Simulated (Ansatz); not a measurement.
**Ge: a tetragonal deformation path**

An exercise on one series of results from a longer session: the logs are not shown, and one member is left open.

Computed with Ansatz 0.2.0 (DFT r2SCAN, scalar-relativistic, plane waves, PAW, unless a step's input says otherwise).

3 further runs of the same task are left out: 1 that didn't finish, 2 set aside as unsound or not needed.

### The system as given

It takes space group I4_1/amd (No. 141, tetragonal). The conventional cell has a = 5.147 Å, b = 5.147 Å, c = 2.818 Å, α = 90.00°, β = 90.00°, γ = 90.00°. Ge (site symmetry -4m2) has 6 Ge at 2.67 to 2.82 Å in its first shell of neighbours.

Structure file:

```xyz
2
Lattice="-2.5735 2.5735 1.4091 2.5735 -2.5735 1.4091 2.5735 2.5735 -1.4091" Properties=species:S:1:pos:R:3 pbc="T T T"
Ge    2.5735    0.0000    0.7045
Ge    0.0000    0.0000    1.4091
```

It goes back to an entry of the Materials Project, which need not be the stable form.

This cell was relaxed beforehand with the same method: volume 18.66 Å³/atom, gap on the mesh none (metal).

The first run:

input.yaml

```yaml
crystal:
  lattice:
    - [-2.5734902219, 2.5734902219, 1.4090864226]
    - [2.5734902219, -2.5734902219, 1.4090864226]
    - [2.5734902219, 2.5734902219, -1.4090864226]
  atoms:
    - { symbol: Ge, position: [0.25, 0.75, 0.5] }
    - { symbol: Ge, position: [0.5, 0.5, 0.0] }
basis:
  ecutwfc: 500
kpoints:
  mp_grid: { grid: [26, 26, 26] }
hamiltonian:
  xc: r2scan
scf:
  occupations: { method: gaussian, width: 0.15 }
output:
  forces: true
  stress: true
  eigenvalues: true
```

Command:

```sh
> ansatz run input.yaml --threads 1 --pin off --max-ram 2560MiB --backend cpu --events-out ev --progress --plain --runs-dir out
```

Among the steps run: The reference: the undisturbed cell on the scan's mesh; Point ρ = 0.850; ρ = 1.200; ρ = 0.920; At ρ = 1.100.

One of the session's tables, all rows but one given; the rest of the session is left out.

Collected from the runs (energy zero: the undisturbed cell):

| ρ | ΔE (meV/atom) | pressure (GPa) |
| --- | --- | --- |
| 0.850 | 104.8 | 2.7 |
| 0.920 | ? | ? |
| 1.000 | 0.0 | 0.0 |
| 1.100 | 13.8 | 1.0 |
| 1.200 | 49.3 | 3.0 |

Q: Estimate the row for ρ = 0.920 from the others.

Worked estimate for «ΔE (meV/atom)». A straight line through the neighbours (0.850, 104.8) and (1.000, 0.0) gives 104.8 + (0.0 − 104.8) × (0.920 − 0.850) / (1.000 − 0.850) = 55.9; a parabola fitted to 3 rows on both sides gives 37.2.

As computed: ΔE (meV/atom): 26.4; pressure (GPa): 0.5. In «ΔE (meV/atom)» the line misses by +29.5 and the parabola by +10.8.
